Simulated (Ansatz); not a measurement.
# In2O3: the cost of one run

Method: DFT r2SCAN, scalar-relativistic, plane waves, PAW, in Ansatz 0.2.0.

## Step 1: The system as given

The structure is trigonal, space group R-3c (No. 167). The conventional cell has a = 5.531 Å, b = 5.531 Å, c = 14.568 Å, α = 90.00°, β = 90.00°, γ = 120.00°. Around In (site symmetry 3) lie 6 O at 2.14 to 2.26 Å. Around O (site symmetry 2) lie 4 In at 2.14 to 2.26 Å.

Structure file:

```cif
data_structure
_symmetry_space_group_name_H-M 'P 1'
_symmetry_Int_Tables_number 1
_cell_length_a 5.8118
_cell_length_b 5.8118
_cell_length_c 5.8118
_cell_angle_alpha 56.826
_cell_angle_beta 56.826
_cell_angle_gamma 56.826
_cell_volume 128.64
loop_
_atom_site_label
_atom_site_type_symbol
_atom_site_fract_x
_atom_site_fract_y
_atom_site_fract_z
_atom_site_occupancy
In1 In 0.35759 0.35759 0.35759 1
In2 In 0.14241 0.14241 0.14241 1
In3 In 0.64241 0.64241 0.64241 1
In4 In 0.85759 0.85759 0.85759 1
O1 O 0.54549 0.95451 0.25000 1
O2 O 0.25000 0.54549 0.95451 1
O3 O 0.95451 0.25000 0.54549 1
O4 O 0.45451 0.04549 0.75000 1
O5 O 0.75000 0.45451 0.04549 1
O6 O 0.04549 0.75000 0.45451 1
```

## Step 2: Relaxing the atoms: In2O3, no spin

Contents of input.yaml:

```yaml
crystal:
  lattice:
    - [2.76539171, 1.59659964, 4.85596712]
    - [-2.76539171, 1.59659964, 4.85596712]
    - [0.0, -3.19319929, 4.85596712]
  atoms:
    - { symbol: In, position: [0.3575925, 0.3575925, 0.3575925] }
    - { symbol: In, position: [0.1424075, 0.1424075, 0.1424075] }
    - { symbol: In, position: [0.6424075, 0.6424075, 0.6424075] }
    - { symbol: In, position: [0.8575925, 0.8575925, 0.8575925] }
    - { symbol: O, position: [0.5454853, 0.9545147, 0.2499999] }
    - { symbol: O, position: [0.2500001, 0.5454853, 0.9545146] }
    - { symbol: O, position: [0.9545147, 0.25, 0.5454852] }
    - { symbol: O, position: [0.4545147, 0.0454852, 0.7500001] }
    - { symbol: O, position: [0.7499999, 0.4545147, 0.0454854] }
    - { symbol: O, position: [0.0454853, 0.7499999, 0.4545147] }
scf:
  occupations: { method: fixed }
output:
  forces: true
  stress: true
  write_density: true
  write_potential: true
  elf: true
  volumetric_format: npy
hamiltonian:
  xc: r2scan
kpoints:
  mp_grid: { grid: [5, 5, 5] }
relax:
  f_tol: 0.01
```

On the command line:

```sh
$ ansatz run input.yaml --threads 8 --pin off --max-ram 18432MiB --backend cpu --events-out ev --progress --plain --runs-dir out
```

Q: Estimate wall time and peak memory on 8 threads of Arm Neoverse N1, shared host.

About 22 s, with a peak of 1.2 GiB.
